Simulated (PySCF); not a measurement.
# BeP: the cost of one run

The runs use PySCF 2.14.0; method and basis as typed in the scripts.

1 further run of the same task is left out (it didn't finish).

### 1 Starting geometry

BeP⁻: 2 atoms, charge -1, spin multiplicity 1.

Bond lengths: Be1–P2 2.125 Å.

### 2 The run that the others are compared with

input.py

```python
from pyscf import gto, dft

mol = gto.M(
    atom='Be 0 0 0; P 0 0 2.125',
    basis='6-31+g*',
    charge=-1,
    spin=0,
    verbose=4,
)
mf = dft.UKS(mol, xc='pbesol')
mf = mf.newton()
mf.kernel()
mf.analyze()
print('orbital energies (hartree):', [e[max(0, n-3):n+3].round(4) for e, n in zip(mf.mo_energy, mol.nelec)])
```

Launch:

```
$ OMP_NUM_THREADS=1 python input.py
```

What time and memory should one allow on 1 thread of Arm Neoverse N1, shared host?

About 18 s, with a peak of 0.21 GiB.
